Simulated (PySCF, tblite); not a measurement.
# C5H4F3O2 radical: geometry, infrared bands and EPR parameters

What infrared bands and EPR parameters should C5H4F3O2 radical (`O=C([C]1CCO1)C(F)(F)F`) show?

The runs use tblite 0.8.0 and PySCF 2.14.0, with density-fitted response routines of our own; the level of theory stands in each step. All values are computed, except where a source is named. Atoms are numbered from 0 throughout.

**1. Starting geometry**

14 atoms, charge 0, multiplicity 2; geometry from: force field or distance geometry start.

Bonds of the start (Å): O0–C1 1.24, C1–C2 1.49, C2–C3 1.50, C3–C4 1.49, C4–O5 1.39, C1–C6 1.51, C6–F7 1.36, C6–F8 1.37, C6–F9 1.39, O5–C2 1.40, C3–H10 1.13, C3–H11 1.11, C4–H12 1.09, C4–H13 1.12.

**2. Geometry optimisation with GFN2-xTB**

The job: settings as JSON, then the geometry in Å.

```
{"job": {"kind": "relax", "xc": "GFN2-xTB", "basis": "xTB"}, "charge": 0, "multiplicity": 2}
O      0.797200    -1.776900    -0.112300
C      0.932100    -0.573500     0.165700
C     -0.178900     0.227500     0.748000
C     -1.554800    -0.346500     0.596300
C     -1.691500     0.574900    -0.568600
O     -0.535300     1.227700    -0.171900
C      2.282000     0.075500    -0.059100
F      2.158200     1.119400    -0.925500
F      3.108900    -0.883600    -0.586500
F      2.804600     0.513000     1.149900
H     -2.304300    -0.093800     1.397800
H     -1.628700    -1.421000     0.340000
H     -1.660900     0.039700    -1.518100
H     -2.529400     1.317200    -0.477800
```

Run with:

```bash
$ OMP_NUM_THREADS=1 python probes_run.py task.json out
```

One launch serves the whole session: the jobs run in the order shown.

**Question.** This job is followed by: GFN2-xTB harmonic vibrations, gas phase; UKS B3LYP, pcH-1 on C F H O, non-relativistic, mean-field spin-orbit, GIAO. Predict these results of the whole session: strongest single infrared mode (GFN2-xTB); zero-point energy (GFN2-xTB); g(iso) (B3LYP); ⟨S²⟩; largest a(iso) (averaged by class); potential on the surface of density 0.002 e/bohr³, 1st and 99th percentile.

As calculated:

```
                                                                  quantity                     value
                                 strongest single infrared mode (GFN2-xTB)     1048 cm⁻¹, 306 km/mol
                                              zero-point energy (GFN2-xTB)             53.5 kcal/mol
                                                            g(iso) (B3LYP)                   2.00512
                                                                      ⟨S²⟩        0.760 (exact 0.75)
                                        largest a(iso) (averaged by class)  1H on H10, H11, 53.1 MHz
potential on the surface of density 0.002 e/bohr³, 1st and 99th percentile        -1.61 V and 1.64 V
```

What this shows: Over 105 steps the energy fell by 1.559 eV; of the close pairs, C1–C2 changed most, 1.488 to 1.405 Å. All 36 modes are real, so the xTB geometry is a minimum. GFN2-xTB is a fitted tight-binding method: band positions and strengths are rough. Its intensities can rank the bands wrongly. The largest spin populations lie on C2 (0.50 e), O0 (0.35 e). The isotropic g lies 2.8 ppt above the free-electron value. These values are for one conformer; the search (at its own cheap level) found 2 more, at 0.00, 1.37 kcal/mol (those within 0.05 may be mirror or relabelled copies), and measured spectra average over such forms.
